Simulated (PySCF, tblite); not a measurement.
**C4H13P3: geometry, infrared bands and NMR shifts**

Aim: predict the infrared bands and NMR shifts of C4H13P3 (`CC(C)(C)P(P)P`).

Computed with tblite 0.8.0 and PySCF 2.14.0, with density-fitted response routines of our own, on a single molecule in the gas phase. Atoms are numbered from 0 throughout.

### Step 1. The starting structure

20 atoms, charge 0, multiplicity 1; geometry from: force field or distance geometry start.

Bonds of the start (Å): C0–C1 1.50, C1–C2 1.52, C1–C3 1.52, C1–P4 1.86, P4–P5 2.20, P4–P6 2.19, C0–H7 1.11, C0–H8 1.10, C0–H9 1.13, C2–H10 1.10, C2–H11 1.09, C2–H12 1.13, C3–H13 1.12, C3–H14 1.09, C3–H15 1.11, P5–H16 1.46, P5–H17 1.45, P6–H18 1.43, P6–H19 1.44.

### Step 2. Geometry optimisation with GFN2-xTB

Job settings and geometry (Å):

```
{"job": {"kind": "relax", "xc": "GFN2-xTB", "basis": "xTB"}, "charge": 0, "multiplicity": 1}
C     -0.268800    -0.205600    -1.452200
C     -0.524300    -0.216800     0.022700
C     -1.187100    -1.527500     0.417700
C     -1.531100     0.877700     0.355800
P      0.983600     0.126400     1.047300
P      1.589600     2.211800     0.694600
P      2.638800    -1.255500     0.658700
H      0.266100     0.719400    -1.758400
H      0.349500    -1.058900    -1.753500
H     -1.250100    -0.260300    -2.003200
H     -0.899000    -2.322600    -0.284400
H     -0.986100    -1.827700     1.450600
H     -2.303900    -1.362100     0.358800
H     -1.941800     0.639000     1.368200
H     -2.383200     0.902000    -0.330400
H     -1.028300     1.857500     0.457100
H      0.537900     3.046800     1.265400
H      1.579000     2.420600    -0.742900
H      2.413000    -2.123400    -0.459200
H      3.941000    -0.630200     0.684100
```

On the command line:

```bash
$ OMP_NUM_THREADS=1 python probes_run.py task.json out
```

The driver reads the jobs from task.json and runs them one after another.

**Question.** This job is followed by: GFN2-xTB harmonic vibrations, gas phase; GIAO PBE0/pcSseg-1 NMR shielding, non-relativistic, gas phase. What will the session give for the following? strongest single infrared mode (GFN2-xTB); zero-point energy (GFN2-xTB); 13C shifts against TMS (PBE0/pcSseg-1, means over atoms taken as alike); 1H shifts against TMS (PBE0/pcSseg-1, means over atoms taken as alike); 31P shifts against H3PO4 (PBE0/pcSseg-1, means over atoms taken as alike); surface potential, 1st and 99th percentile.

As calculated:

```
                                                                 quantity                  value
                                strongest single infrared mode (GFN2-xTB)  2317 cm⁻¹, 116 km/mol
                                             zero-point energy (GFN2-xTB)          98.3 kcal/mol
  13C shifts against TMS (PBE0/pcSseg-1, means over atoms taken as alike)         31.3, 29.5 ppm
   1H shifts against TMS (PBE0/pcSseg-1, means over atoms taken as alike)         2.14, 1.22 ppm
31P shifts against H3PO4 (PBE0/pcSseg-1, means over atoms taken as alike)      -67.3, -221.4 ppm
                                    surface potential, 1st and 99th percentile     -0.99 V and 0.77 V
```

In words: Relaxing lowered the energy by 2.309 eV in 169 steps; the close pair that moved most is P5–H16, from 1.459 to 1.395 Å. No mode is imaginary among the 54: a minimum at this level. The strongest single mode, at 2317 cm⁻¹, moves mainly H19 and H18. GFN2-xTB is a fitted tight-binding method: band positions and strengths are rough. Its intensities can rank the bands wrongly. At PBE0/pcSseg-1: The widest tensor belongs to P4: span 151 ppm, with a paramagnetic part of -583 ppm.
